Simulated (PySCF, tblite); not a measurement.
**C6H9BSi: geometry, infrared bands and NMR shifts**

Wanted: the infrared bands and NMR shifts of C6H9BSi (`B[C@@H]1[SiH2]C=C[C@@H]1C#C`), by calculation.

The runs use tblite 0.8.0 and PySCF 2.14.0, with density-fitted response routines of our own; the level of theory stands in each step. All values are computed, except where a source is named. Atoms are numbered from 0 throughout.

## Step 1: Starting geometry

17 atoms, charge 0, multiplicity 1; geometry from: force field or distance geometry start.

Bonds of the start (Å): B0–C1 1.60, C1–Si2 1.90, Si2–C3 1.86, C3–C4 1.33, C4–C5 1.46, C5–C6 1.46, C6–C7 1.18, C5–C1 1.52, B0–H8 1.19, B0–H9 1.19, C1–H10 1.08, Si2–H11 1.43, Si2–H12 1.46, C3–H13 1.07, C4–H14 1.10, C5–H15 1.12, C7–H16 1.08.

## Step 2: Relaxing the molecule with GFN2-xTB

What the job is given:

```
{"job": {"kind": "relax", "xc": "GFN2-xTB", "basis": "xTB"}, "charge": 0, "multiplicity": 1}
B      1.664900    -0.704700    -0.224300
C      0.430300     0.017400    -0.941100
Si     0.506000     1.865100    -0.503200
C     -0.078400     1.562200     1.239300
C     -0.741500     0.412800     1.188700
C     -0.830500    -0.210900    -0.129200
C     -1.155300    -1.633900    -0.084100
C     -1.436100    -2.784300    -0.040800
H      1.735900    -1.894400    -0.138300
H      2.710300    -0.151900    -0.118900
H      0.342800    -0.165800    -1.999000
H      1.823200     2.411400    -0.582300
H     -0.557800     2.611900    -1.158700
H      0.100400     2.164400     2.100100
H     -1.202800    -0.014100     2.094700
H     -1.622800     0.360300    -0.687300
H     -1.695600    -3.833500    -0.025400
```

Command:

```sh
> OMP_NUM_THREADS=1 python probes_run.py task.json out
```

This one command runs all jobs of the session in turn.

**Question.** This job is followed by: GFN2-xTB harmonic vibrations, gas phase; GIAO PBE0/pcSseg-1 NMR shielding, non-relativistic, gas phase. What will the session give for the following? strongest single infrared mode (GFN2-xTB); zero-point energy (GFN2-xTB); 13C shifts against TMS (PBE0/pcSseg-1); 1H shifts against TMS (PBE0/pcSseg-1, means over atoms taken as alike); 11B shifts against BF3·OEt2 (PBE0/pcSseg-1); 29Si shifts against TMS (PBE0/pcSseg-1).

The runs gave:

| quantity | value |
| --- | --- |
| strongest single infrared mode (GFN2-xTB) | 2200 cm⁻¹, 408 km/mol |
| zero-point energy (GFN2-xTB) | 76.4 kcal/mol |
| 13C shifts against TMS (PBE0/pcSseg-1) | 167.7, 131.0, 93.0, 75.6, 44.9, 43.7 ppm |
| 1H shifts against TMS (PBE0/pcSseg-1, means over atoms taken as alike) | 7.34, 7.14, 6.03, 4.72, 4.33, 4.05, 3.37, 1.61 ppm |
| 11B shifts against BF3·OEt2 (PBE0/pcSseg-1) | 75.3 ppm |
| 29Si shifts against TMS (PBE0/pcSseg-1) | -43.2 ppm |

In words: Over 125 steps the energy fell by 0.869 eV; of the close pairs, B0–C1 changed most, 1.600 to 1.542 Å. All 45 modes are real, so the xTB geometry is a minimum. The strongest single mode, at 2200 cm⁻¹, moves mainly H12. Unscaled tight-binding wavenumbers are off by several per cent, some by more. Its intensities can rank the bands wrongly. At PBE0/pcSseg-1: The widest tensor belongs to C6: span 311 ppm, with a paramagnetic part of -168 ppm.
